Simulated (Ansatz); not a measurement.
# TaSi (sextet): from Hartree-Fock to the top rungs, def2-TZVPP

One table from this session's results is given with a row withheld; the runs are named, their logs left out.

Program: Ansatz 0.2.0, Gaussian basis. Level of theory: def2-TZVPP, core rule «outside noble gas», up to 9 orbitals frozen. These are calculated values, not measurements.

The runs, in order: UHF; ROHF; CCSD(T) on UHF.

### The system

The geometry is a PBE0/def2-TZVP stationary point (not a proven minimum). No spin-orbit coupling is included. Elements past krypton take def2 core potentials.

2 atoms, charge 0, spin multiplicity 6.

Atoms are counted from 1 here; the program's logs count them from 0.

Bond lengths: Ta1–Si2 2.443 Å.

The first run:

Contents of in.yaml:

```yaml
crystal:
  periodic: [false, false, false]
  atoms:
    - {symbol: Ta, position_ang: [0.000000, 0.000000, 0.000000]}
    - {symbol: Si, position_ang: [0.000000, 0.000000, 2.442600]}
basis:
  gaussian: {orbitals: def2-TZVPP}
magnetization: {spin_polarized: true, initial_magnetization: 5}
hamiltonian: {xc: hf}
output: {orbitals: {seedname: orbitals}}
```

On the command line:

```
$ ansatz run in.yaml --threads 1 --pin off --events-out ev --progress --plain --max-ram 4096MiB --backend cpu
```

Among the steps run: UHF; ROHF; CCSD(T) on UHF.

One of the session's tables, all rows but one given; the rest of the session is left out.

```
  method  from UCCSD(T) (kJ/mol)
    ROHF                  +569.7
     UHF                  +539.7
    UMP2                       ?
   UCCSD                   +39.6
UCCSD(T)                       0
```

Q: Estimate the row for UMP2 from the others.

**Answer.** from UCCSD(T) (kJ/mol): +96.9. In the column «from UCCSD(T) (kJ/mol)» it lies between UCCSD (+39.6) and UHF (+539.7).

To keep in mind: Warnings: spin contamination; coupled cluster took another determinant than the lowest.
